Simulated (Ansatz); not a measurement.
# AsRhO4, space group Cmmm: a convergence test of the plane-wave cutoff

Program: Ansatz's Python interface.

Typed at the interpreter:
```pycon
>>> import ansatz
>>> from tabulate import tabulate
>>> crystal = (
...     ansatz.Lattice.of([3.166295, -3.245911, 0.0], [3.166295, 3.245911, 0.0], [0.0, 0.0, 3.054915])
...     .atom("As", [0.0, 0.0, 0.0])
...     .atom("Rh", [0.5, 0.5, 0.5])
...     .atom("O", [0.184802, 0.815198, 0.5])
...     .atom("O", [0.815198, 0.184802, 0.5])
...     .atom("O", [0.291668, 0.291668, 0.0])
...     .atom("O", [0.708332, 0.708332, 0.0])
... )
>>> crystal.resolved().sites[-1]
Site(symbol='O', position=(0.708332, 0.708332, 0.0), moment=None, axis=None, held=None, saved=None)
>>> job = crystal.calculation()
>>> job = job.functional("r2scan")
>>> job = job.kpoints(density=3.8)
>>> job = job.occupations("cold", width=0.05)
>>> rows = []
>>> for value in [300, 375, 450, 525, 600, 675]:
...     report = job.basis(value).run(threads=1, pin="off").report
...     rows.append((value, report["free_energy_ev"] / len(report["lattice"]["sites"]), report["n_iterations"], report["n_pw"]))
...
DeckWarning: basis.ecutwfc = 300 eV is below the records' recommended 500 eV, and the density's cutoff is lower with it unless basis.ecutrho_ratio is high enough to keep the records' density cutoff: compare with a run at a higher cutoff
DeckWarning: basis.ecutwfc = 375 eV is below the records' recommended 500 eV, and the density's cutoff is lower with it unless basis.ecutrho_ratio is high enough to keep the records' density cutoff: compare with a run at a higher cutoff
DeckWarning: basis.ecutwfc = 450 eV is below the records' recommended 500 eV, and the density's cutoff is lower with it unless basis.ecutrho_ratio is high enough to keep the records' density cutoff: compare with a run at a higher cutoff
>>> print(tabulate(rows, headers=["cutoff (eV)", "F/atom (eV)", "iterations", "plane waves"], floatfmt=".4f", tablefmt="github"))
|   cutoff (eV) |   F/atom (eV) |   iterations |   plane waves |
|---------------|---------------|--------------|---------------|
|           300 |    -2258.0338 |            8 |           753 |
|           375 |    -2258.3312 |            8 |          1035 |
|           450 |    -2258.3525 |            8 |          1375 |
|           525 |    -2258.3545 |            8 |          1705 |
|           600 |    -2258.3564 |            8 |          2073 |
|           675 |    -2258.3573 |            8 |          2533 |
>>> # the last row is the reference
>>> for row in rows[:-1]:
...     shift = 1000 * (row[1] - rows[-1][1])
...     print(f"{row[0]}: {shift:+.2f} meV/atom" + ("  (within 2 meV)" if abs(shift) < 2 else ""))
...
300: +323.50 meV/atom
375: +26.11 meV/atom
450: +4.79 meV/atom
525: +2.86 meV/atom
600: +0.95 meV/atom  (within 2 meV)
```

From 600 eV on it stays within 2 meV an atom of the value at 675 eV; the first row (300 eV) is off by 323.5 meV and the last but one by 0.95 meV. The energy falls steadily, as expected when plane waves are added. The last run costs about 2.8 times the first.

What to keep in mind:
- The run is spin-unpolarised.
- For a metal this k-point mesh is coarse: on a finer one energies can move by several to tens of meV an atom and pressures by half a GPa or more, differences at one mesh by less.
- The structure comes from a database of computed cells and needn't be a stable or known phase.
- Warnings are shown shortened and without file and line.
- Shifts are counted from the last row, which is itself no proven limit.
- Hardware and time: 79 s on 1 thread of Arm Neoverse V2 (shared host), peak memory 0.69 GiB.
